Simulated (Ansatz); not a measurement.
## CH₈OSi₂, SMILES C[SiH2]O[SiH3]: an atomisation energy, step by step

Program: the Python package of Ansatz (0.2.0).

At the Python prompt:
```pycon
>>> from collections import Counter
>>> import ansatz as az
>>> BASIS_SET = "aug-cc-pVDZ"
>>> FUNCTIONAL = "r2scan"
>>> def total_energy(molecule, charge=0, unpaired=0):
...     calc = (
...         molecule.calculation()
...         .basis(gaussian=BASIS_SET)
...         .functional(FUNCTIONAL)
...     )
...     if charge:
...         calc = calc.charge(charge)
...     if unpaired:
...         calc = calc.spin("collinear", total=unpaired)
...     report = calc.run().report
...     if report["published_state_doubts"]:
...         print("  doubts:", report["published_state_doubts"])
...     return report["free_energy_ev"]
...
>>> ch8osi2 = (
...     az.Crystal.molecule()
...     .atom("C", (0.5812, 1.9788, -0.7804))
...     .atom("Si", (0.7573, 0.3383, -0.0658))
...     .atom("O", (-0.6959, -0.4801, 0.11))
...     .atom("Si", (-1.1167, -1.9368, 0.6749))
...     .atom("H", (0.0705, 1.9597, -1.7991))
...     .atom("H", (1.4915, 2.5547, -0.9044))
...     .atom("H", (-0.081, 2.6467, -0.1543))
...     .atom("H", (1.4564, 0.4765, 1.2527))
...     .atom("H", (1.6603, -0.4403, -0.8946))
...     .atom("H", (-2.664, -2.0191, 0.5722))
...     .atom("H", (-0.8267, -2.1064, 2.1258))
...     .atom("H", (-0.5558, -3.0273, -0.1029))
... )
>>> unpaired = {"C": 2, "Si": 2, "O": 2, "H": 1}
>>> counts = Counter(site.symbol for site in ch8osi2.cartesian_sites)
>>> atom_energy = {s: total_energy(az.Crystal.molecule().atom(s, (0, 0, 0)), 0, unpaired[s]) for s in counts}
>>> whole = total_energy(ch8osi2, 0, 0)
>>> for s, e in atom_energy.items():
...     print(f"{s:2s} x{counts[s]}  {e:14.5f} eV")
...
C  x1     -1029.34803 eV
Si x2     -7873.32947 eV
O  x1     -2041.92248 eV
H  x8       -13.59129 eV
>>> print(f"CH8OSi2: {whole:.5f} eV")
CH8OSi2: -18968.30401 eV
>>> split = sum(counts[s] * e for s, e in atom_energy.items()) - whole
>>> print(f"atomisation energy (no zero-point term): {split:.3f} eV, {split / sum(counts.values()):.3f} eV an atom")
atomisation energy (no zero-point term): 41.644 eV, 3.470 eV an atom
```

41.644 eV from the electronic energies, without the zero-point term.

Reading the output:
- Total energies depend on the basis set; only differences at equal settings carry meaning.
- The geometry is a force-field or estimated start, not a minimum of this method, and the basis set is short of its limit. All parts are taken at fixed geometry, without zero-point energy.
- For Al to Cl the sets with a tight d function, cc-pV(X+d)Z, are usual.
- It ran for 19 s on 1 thread of Arm Neoverse V1 (shared host), peak memory 0.32 GiB.
